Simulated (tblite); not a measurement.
# GeH10OSi3: the cost of one run

Programs: tblite 0.8.0 and PySCF 2.14.0. All values are calculated, for the isolated system unless a continuum is named. Atoms count from 0, parts from 1.

## (1) The system as given

15 atoms, charge 0, multiplicity 1; geometry: distance geometry start.

## (2) Geometry optimisation with GFN2-xTB

What the job is given:

```
{"job": {"kind": "relax", "xc": "GFN2-xTB", "basis": "xTB"}, "charge": 0, "multiplicity": 1}
Si    -0.056988     0.478453     0.321638
Si    -2.021280    -0.557755     0.627715
O      0.648541     0.862874     1.889797
Si     2.354734     1.218950     2.189280
Ge    -0.394224     2.386645    -0.893420
H      0.810183    -0.392277    -0.397293
H     -1.778934    -1.920281     1.014731
H     -2.746121    -0.517317    -0.575831
H     -2.743698     0.116950     1.648004
H      2.590412     1.320666     3.557619
H      3.134008     0.211625     1.632459
H      2.691495     2.460965     1.584251
H      0.838813     3.233965    -0.868134
H     -0.694570     2.045888    -2.333968
H     -1.543974     3.183274    -0.309287
```

Method: GFN2-xTB geometry optimisation, gas phase.

The run is started by

```bash
$ OMP_NUM_THREADS=1 python cluster_run.py task.json out
```

One launch serves the whole session: the jobs run in the order shown.

**Question.** How long does this first job take on 1 thread of Arm Neoverse V1, shared host?

About 3 s.
